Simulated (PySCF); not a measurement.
# Sr2: basis, grid and Hamiltonian

Aim: see how much the energy and properties of Sr2 depend on the numerical set-up.

Program: PySCF 2.14.0. Level of theory: each script names its method and basis. These are calculated values, not measurements.

4 further runs of the same task are left out: 1 for a known fault of the program, 3 that didn't finish.

### 1 Where the work starts

Sr2: 2 atoms, charge 0, spin multiplicity 1.

Bond lengths: Sr1–Sr2 3.420 Å.

### 2 The run that the others are compared with

The input, input.py:

```python
from pyscf import gto, scf, mp

mol = gto.M(
    atom='Sr 0 0 0; Sr 0 0 3.42',
    basis='3-21g',
    charge=0,
    spin=0,
    verbose=4,
)
mf = scf.RHF(mol)
mf.kernel()
mp.MP2(mf, frozen=18).kernel()
mf.dip_moment()
print('orbital energies (hartree):', mf.mo_energy[..., max(0, mol.nelec[1]-3):mol.nelec[0]+3].round(4))
```

On the command line:

```
OMP_NUM_THREADS=1 python input.py
```

Its log is not repeated here.

In short: E(SCF) = -6234.126528 Eh, 7 cycles, E(MP2) − E(SCF) = -0.03288 Eh, μ = 0.00 D (of the SCF density).

No relativity is included for the heavy element. The bond length is a typed value, not an optimised one.

### 3 Crenbl (core potential on)

Edit 1 changes basis set: 3-21g → crenbl; core potential: off → on; frozen orbitals: 18 → none. The core potential changes with it: totals don't compare.

The input, input.py:

```python
from pyscf import gto, scf, mp

mol = gto.M(
    atom='Sr 0 0 0; Sr 0 0 3.42',
    basis='crenbl',
    ecp={'Sr': 'crenbl'},
    charge=0,
    spin=0,
    verbose=4,
)
mf = scf.RHF(mol)
mf.kernel()
mp.MP2(mf).kernel()
mf.dip_moment()
print('orbital energies (hartree):', mf.mo_energy[..., max(0, mol.nelec[1]-3):mol.nelec[0]+3].round(4))
```

On the command line:

```
OMP_NUM_THREADS=1 python input.py
```

### 4 Lanl2dz (core potential on)

Edit 2 changes basis set: 3-21g → lanl2dz; core potential: off → on; frozen orbitals: 18 → none. The core potential changes with it: totals don't compare.

Changes to input.py since step 2:

```diff
@@ -4,3 +4,4 @@
     atom='Sr 0 0 0; Sr 0 0 3.42',
-    basis='3-21g',
+    basis='lanl2dz',
+    ecp={'Sr': 'lanl2dz'},
     charge=0,
@@ -11,3 +12,3 @@
 mf.kernel()
-mp.MP2(mf, frozen=18).kernel()
+mp.MP2(mf).kernel()
 mf.dip_moment()
```

What does the calculation give? Wanted: for each run, E(SCF); from base; gap; after the SCF.

**Answer**, as computed:

```csv
run,E(SCF) (hartree),from base (eV),cycles,gap (eV),functions,after the SCF
base,-6234.126528,0,7,3.89,52,"MP2 correlation -0.895 eV, core frozen"
crenbl (core potential on),-60.550688,not comparable,8,3.99,40,MP2 correlation -2.131 eV
lanl2dz (core potential on),-60.142912,not comparable,9,3.96,24,MP2 correlation -0.835 eV
```

What this shows: Total energies from different bases, Hamiltonians or methods carry different errors, so properties are taken as differences within one set-up.
